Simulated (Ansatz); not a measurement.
**GaH7OSi (built from SMILES O[SiH3].[GaH3]): search for a transition state**

Is there a first-order saddle for this four-centre ligand exchange, which should form Ga1–O6, H2–H5 and break Ga1–H2, H5–O6, and which two structures does it connect?

Program: Ansatz 0.2.0, Gaussian basis. Level of theory: PBE0-D4, def2-SVP first, then def2-TZVP. These are calculated values, not measurements.

152 further runs of the same task are left out: 152 set aside as unsound or not needed.

### Step 1. Starting geometry

The guess: 10 atoms, charge 0, spin multiplicity 1.

Atoms are counted from 1 here; the program's logs count them from 0.

Bond lengths: Ga1–H2 1.899 Å, Ga1–H3 1.547 Å, Ga1–H4 1.547 Å, Ga1–H5 1.855 Å, Ga1–O6 1.897 Å, O6–Si7 1.643 Å, Si7–H8 1.464 Å, Si7–H9 1.464 Å, Si7–H10 1.460 Å. Angles: H2–Ga1–H3 109.8°, H2–Ga1–H4 110.0°, H2–Ga1–H5 34.4°, H2–Ga1–O6 75.7°, H3–Ga1–H4 124.2°, H3–Ga1–H5 117.4°, H3–Ga1–O6 113.3°, H4–Ga1–H5 117.7°, H4–Ga1–O6 113.3°, H5–Ga1–O6 41.3°, Ga1–O6–Si7 166.4°, O6–Si7–H8 105.0°, O6–Si7–H9 105.7°, O6–Si7–H10 107.1°, H8–Si7–H9 112.2°, H8–Si7–H10 113.1°, H9–Si7–H10 113.1°.

Coordinates:

```xyz
10
charge 0, multiplicity 1
Ga   -0.95370    0.36470   -1.44580
H     0.63860    1.38720   -1.60190
H    -0.94990   -0.77620   -2.49100
H    -2.15830    1.29970   -1.18420
H     0.66580    0.80540   -0.65570
O     0.02600   -0.05340    0.12410
Si    0.57350   -0.65330    1.55260
H     0.99960    0.52080    2.31720
H     1.69680   -1.52740    1.21100
H    -0.53840   -1.36750    2.17370
```

Distances that are to change: Ga1–O6 1.90 Å, H2–H5 1.11 Å, Ga1–H2 1.90 Å, H5–O6 1.32 Å.

### Step 2. Constrained relaxation of the guess

The input, hold/in.yaml:

```yaml
crystal:
  periodic: [false, false, false]
  atoms:
    - {symbol: Ga, position_ang: [-0.953700, 0.364700, -1.445800]}
    - {symbol: H, position_ang: [0.638600, 1.387200, -1.601900]}
    - {symbol: H, position_ang: [-0.949900, -0.776200, -2.491000]}
    - {symbol: H, position_ang: [-2.158300, 1.299700, -1.184200]}
    - {symbol: H, position_ang: [0.665800, 0.805400, -0.655700]}
    - {symbol: O, position_ang: [0.026000, -0.053400, 0.124100]}
    - {symbol: Si, position_ang: [0.573500, -0.653300, 1.552600]}
    - {symbol: H, position_ang: [0.999600, 0.520800, 2.317200]}
    - {symbol: H, position_ang: [1.696800, -1.527400, 1.211000]}
    - {symbol: H, position_ang: [-0.538400, -1.367500, 2.173700]}
basis:
  gaussian: {orbitals: def2-SVP}
hamiltonian: {xc: pbe0, dispersion: d4}
relax: {f_tol: 0.04, max_steps: 150, escape_saddle: false, constraints: [{distance: [0, 5]}, {distance: [1, 4]}, {distance: [0, 1]}, {distance: [4, 5]}]}
```

Started as:

```sh
> ansatz run in.yaml --threads 4 --pin off --events-out ev --progress --plain --max-ram 9574MiB
```

After this run come: Force constants to start from; Saddle search in the small basis; Saddle search in triple zeta; Checking the order of the point; Relaxing after a step of 0.30 Å one way along the mode; Relaxing after a step of 0.30 Å the other way along the mode.

**Question.** What will these runs give? Wanted: imaginary mode; barrier from the start side; barrier from the end side; energy of the step; pairs that change; zero-point energy at the saddle.

As calculated:

```
                       quantity                                                        value
                 imaginary mode                                                   1274i cm⁻¹
    barrier from the start side                                                     0.807 eV
      barrier from the end side                                                     0.948 eV
             energy of the step                                                    -0.141 eV
              pairs that change  Ga1–O6 tightened, H2–H5 formed, Ga1–H2 broken, H5–O6 broken
zero-point energy at the saddle                                                     1.544 eV
```

What this shows: The point has a single imaginary mode (1274i cm⁻¹), as a transition state must. Going downhill both ways gives the intended start and end. At PBE0-D4/def2-TZVP the electronic barrier is 0.807 eV, about 31 kT at 298 K, and the step runs 0.141 eV downhill. With so stiff a mode tunnelling counts: Wigner's rough correction is a factor of 2.6 at 298 K. A step off the saddle overshot and began above it in energy, so the link to its end is likely but not proven. Lower complexes than these ends may exist.
